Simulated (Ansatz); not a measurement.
# C₂H₆B₂O: basis-set convergence

Aim: see how fast density functionals converge with the basis set for C₂H₆B₂O.

Program: Ansatz 0.2.0, Gaussian basis. Level of theory: one geometry, several basis sets. These are calculated values, not measurements.

The runs, in order: PBE0-D4/def2-SVP; ωB97M-V/def2-SVP; PBE0-D4/def2-QZVPP; ωB97M-V/def2-QZVPP; the functionals' def2-TZVPP values are taken from earlier runs.

### Step 1. The geometry

The geometry comes from an earlier relaxation with PBE0-D4 in a triple-zeta def2 set; it is a stationary point, not always the lowest conformer.

SMILES `BBC(C)=O`, 11 atoms, charge 0, spin multiplicity 1.

Atoms are counted from 1 here; the program's logs count them from 0.

Bond lengths: B1–B2 1.634 Å, B1–H6 1.197 Å, B1–H7 1.201 Å, B2–C3 1.569 Å, B2–H8 1.201 Å, C3–C4 1.492 Å, C3–O5 1.218 Å, C4–H9 1.091 Å, C4–H10 1.094 Å, C4–H11 1.094 Å. Angles: B2–B1–H6 123.1°, B2–B1–H7 120.1°, H6–B1–H7 116.8°, B1–B2–C3 123.8°, B1–B2–H8 121.6°, C3–B2–H8 114.4°, B2–C3–C4 128.7°, B2–C3–O5 107.8°, C4–C3–O5 123.5°, C3–C4–H9 110.7°, C3–C4–H10 109.6°, C3–C4–H11 109.4°, H9–C4–H10 110.2°, H9–C4–H11 110.1°, H10–C4–H11 106.8°.

As a file:

```xyz
11
C2H6B2O
B    -0.3212    2.0840   -0.2735
B     0.5599    0.8492    0.3332
C    -0.0150   -0.5874    0.5914
C    -0.0210   -1.7674   -0.3210
O    -0.4806   -0.6056    1.7167
H    -1.1101    2.7056    0.3775
H    -0.1930    2.4089   -1.4224
H     1.6894    1.0067    0.7088
H    -0.4732   -2.6306    0.1687
H     1.0037   -2.0007   -0.6260
H    -0.5733   -1.5198   -1.2329
```

### Step 2. PBE0-D4 in def2-SVP

in.yaml reads:

```yaml
crystal:
  periodic: [false, false, false]
  atoms:
    - {symbol: B, position_ang: [-0.321173, 2.084015, -0.273488]}
    - {symbol: B, position_ang: [0.559877, 0.849172, 0.333195]}
    - {symbol: C, position_ang: [-0.015011, -0.587447, 0.591432]}
    - {symbol: C, position_ang: [-0.020975, -1.767368, -0.321049]}
    - {symbol: O, position_ang: [-0.480582, -0.605576, 1.716702]}
    - {symbol: H, position_ang: [-1.110149, 2.705610, 0.377505]}
    - {symbol: H, position_ang: [-0.193005, 2.408882, -1.422359]}
    - {symbol: H, position_ang: [1.689386, 1.006713, 0.708778]}
    - {symbol: H, position_ang: [-0.473240, -2.630612, 0.168652]}
    - {symbol: H, position_ang: [1.003677, -2.000663, -0.626011]}
    - {symbol: H, position_ang: [-0.573306, -1.519826, -1.232857]}
basis:
  gaussian: {orbitals: def2-SVP}
hamiltonian: {xc: pbe0, dispersion: d4}
output: {orbitals: {seedname: orbitals}}
```

Command:

```
ansatz run in.yaml --threads 2 --pin off --events-out ev --progress --plain --max-ram 4352MiB
```

The log of the run:

```text
Functional definition: PBE0
  name "PBE0"
  cite "Adamo & Barone, J. Chem. Phys. 110, 6158 (1999) doi:10.1063/1.478522"
  cite "Perdew, Burke & Ernzerhof, Phys. Rev. Lett. 77, 3865 (1996) doi:10.1103/PhysRevLett.77.3865"
  parent pbe
  parameter a = 0.25
  parameter kappa = 0.804
  parameter beta = 0.06672455060314922
  exchange = (1 - a)*pbe_x(kappa = kappa, mu = beta*pi^2/3) + a*exact_x
  correlation = pbe_c(beta = beta)
1115 factors; their error is unknown
mean field evaluation 1: about -5554.1754 eV, gradient 4.3e1 eV
mean field evaluation 2: about -5548.7933 eV, gradient 6.8e1 eV
mean field evaluation 4: about -5558.5446 eV, gradient 2.6e0 eV
mean field evaluation 8: about -5558.5625 eV, gradient 7.5e-2 eV
mean field evaluation 16: about -5558.5543 eV, gradient 8.4e-5 eV
mean field -5558.55427110 eV, -204.2731017394 hartree, gradient 8.4e-5 eV, S^2 0.000000; 0 other end points of the search recorded, 0 dependent functions left out
reference -5558.55429850 eV, -204.2731027465 hartree; 18, 18 occupied and 82, 82 virtual orbitals, 1115 factors
Total energy: -5558.70729543 eV, -204.2787252799 hartree
```

Run time: 1.5 s. Hardware: 2 threads of Arm Neoverse V1, shared host.

### Step 3. ωB97M-V in def2-SVP

Changes to in.yaml since step 2:

```diff
@@ -16,3 +16,3 @@
   gaussian: {orbitals: def2-SVP}
-hamiltonian: {xc: pbe0, dispersion: d4}
+hamiltonian: {xc: {name: wB97M-V}}
 output: {orbitals: {seedname: orbitals}}
```

Launched as before.

The log of the run, shortened:

```text
Functional definition: wB97M-V
  name "wB97M-V"
  cite "Mardirossian & Head-Gordon, J. Chem. Phys. 144, 214110 (2016) doi:10.1063/1.4952647"
  cite "Becke, J. Chem. Phys. 107, 8554 (1997) doi:10.1063/1.475007"
  cite "Vydrov & Van Voorhis, J. Chem. Phys. 133, 244103 (2010) doi:10.1063/1.3521275"
  # Of w^i u^j: cxij and so on, Table III.
[...]
  gx(w, u) = 1 - cx + cx01*u + cx10*w
  gss(w, u) = css00 + css04*u^4 + css10*w + css20*w^2 + css43*w^4*u^3
  gos(w, u) = cos00 + cos10*w + (cos20 + cos21*u)*w^2 + (cos60 + cos61*u)*w^6
[...]
      + integral(e_c_pw_mod_opposite_spin*gos(b97_w_opposite, b97_u_opposite)) + vv10(b, c)
1115 factors; their error is unknown
294 factors; integrals over basis functions are off by at most 1.3e-5 eV
[...]
mean field -5562.56515582 eV, -204.4204990344 hartree, gradient 2.2e-5 eV, S^2 0.000000; 0 other end points of the search recorded, 0 dependent functions left out
reference -5562.56519910 eV, -204.4205006248 hartree; 18, 18 occupied and 82, 82 virtual orbitals, 1115 factors
Total energy: -5562.56519910 eV, -204.4205006248 hartree
```

Run time: 6 s. Hardware: 2 threads of Arm Neoverse V1, shared host; peak memory 0.26 GiB.

### Step 4. PBE0-D4 in def2-QZVPP

Changes to in.yaml since step 3:

```diff
@@ -15,4 +15,4 @@
 basis:
-  gaussian: {orbitals: def2-SVP}
-hamiltonian: {xc: {name: wB97M-V}}
+  gaussian: {orbitals: "def2-QZVPP.json"}
+hamiltonian: {xc: pbe0, dispersion: d4}
 output: {orbitals: {seedname: orbitals}}
```

The command is unchanged.

The log of the run:

```text
Functional definition: PBE0
  name "PBE0"
  cite "Adamo & Barone, J. Chem. Phys. 110, 6158 (1999) doi:10.1063/1.478522"
  cite "Perdew, Burke & Ernzerhof, Phys. Rev. Lett. 77, 3865 (1996) doi:10.1103/PhysRevLett.77.3865"
  parent pbe
  parameter a = 0.25
  parameter kappa = 0.804
  parameter beta = 0.06672455060314922
  exchange = (1 - a)*pbe_x(kappa = kappa, mu = beta*pi^2/3) + a*exact_x
  correlation = pbe_c(beta = beta)
1294 factors; their error is unknown
mean field evaluation 1: about -5558.6428 eV, gradient 5.5e1 eV
mean field evaluation 2: about -5553.6541 eV, gradient 7.4e1 eV
mean field evaluation 4: about -5565.0929 eV, gradient 4.1e0 eV
mean field evaluation 8: about -5565.1351 eV, gradient 1.5e-1 eV
mean field evaluation 16: about -5565.1337 eV, gradient 5.5e-5 eV
mean field -5565.13369177 eV, -204.5148909893 hartree, gradient 5.5e-5 eV, S^2 0.000000; 0 other end points of the search recorded, 0 dependent functions left out
reference -5565.13373610 eV, -204.5148926184 hartree; 18, 18 occupied and 447, 447 virtual orbitals, 1294 factors
Total energy: -5565.28673303 eV, -204.5205151518 hartree
```

Wall time 11 s (2 threads of Arm Neoverse V1, shared host); peak memory 1.2 GiB.

### Step 5. ωB97M-V in def2-QZVPP

Changes to in.yaml since step 4:

```diff
@@ -16,3 +16,3 @@
   gaussian: {orbitals: "def2-QZVPP.json"}
-hamiltonian: {xc: pbe0, dispersion: d4}
+hamiltonian: {xc: {name: wB97M-V}}
 output: {orbitals: {seedname: orbitals}}
```

Launched as before.

The log of the run, shortened:

```text
Functional definition: wB97M-V
  name "wB97M-V"
  cite "Mardirossian & Head-Gordon, J. Chem. Phys. 144, 214110 (2016) doi:10.1063/1.4952647"
  cite "Becke, J. Chem. Phys. 107, 8554 (1997) doi:10.1063/1.475007"
  cite "Vydrov & Van Voorhis, J. Chem. Phys. 133, 244103 (2010) doi:10.1063/1.3521275"
  # Of w^i u^j: cxij and so on, Table III.
[...]
  gx(w, u) = 1 - cx + cx01*u + cx10*w
  gss(w, u) = css00 + css04*u^4 + css10*w + css20*w^2 + css43*w^4*u^3
  gos(w, u) = cos00 + cos10*w + (cos20 + cos21*u)*w^2 + (cos60 + cos61*u)*w^6
[...]
      + integral(e_c_pw_mod_opposite_spin*gos(b97_w_opposite, b97_u_opposite)) + vv10(b, c)
1294 factors; their error is unknown
397 factors; integrals over basis functions are off by at most 9.3e-6 eV
[...]
mean field -5569.46010635 eV, -204.6738837928 hartree, gradient 4.2e-5 eV, S^2 0.000000; 0 other end points of the search recorded, 0 dependent functions left out
reference -5569.46017892 eV, -204.6738864596 hartree; 18, 18 occupied and 447, 447 virtual orbitals, 1294 factors
Total energy: -5569.46017892 eV, -204.6738864596 hartree
```

It took 27 s on 2 threads of Arm Neoverse V1, shared host; peak memory 1.5 GiB.

### Step 6. Functionals by basis

The def2-TZVPP values come from earlier runs at the same geometry.

```csv
functional,basis,functions,energy (eV),from the largest (eV),HOMO (eV),LUMO (eV)
PBE0-D4,def2-SVP,100,-5558.7073,6.579,-7.10,-1.83
PBE0-D4,def2-TZVPP,239,-5564.9709,0.316,-7.19,-1.94
PBE0-D4,def2-QZVPP,465,-5565.2867,0.000,-7.21,-1.96
ωB97M-V,def2-SVP,100,-5562.5652,6.895,-9.38,0.20
ωB97M-V,def2-TZVPP,239,-5569.1581,0.302,-9.50,-0.04
ωB97M-V,def2-QZVPP,465,-5569.4602,0.000,-9.52,-0.10
```

### Step 7. What came out

| quantity | value |
| --- | --- |
| PBE0-D4: double and triple zeta above quadruple | 6.58, 0.32 eV |
| ωB97M-V: double and triple zeta above quadruple | 6.89, 0.30 eV |

PBE0-D4 gains 6.26 eV from double to triple zeta, then 0.32 eV more. These are total energies; as a rule much of such shifts cancels in differences, which this series doesn't test.

For PBE0-D4 the largest set took about 7 times as long as the smallest (11 s against 1.5 s).
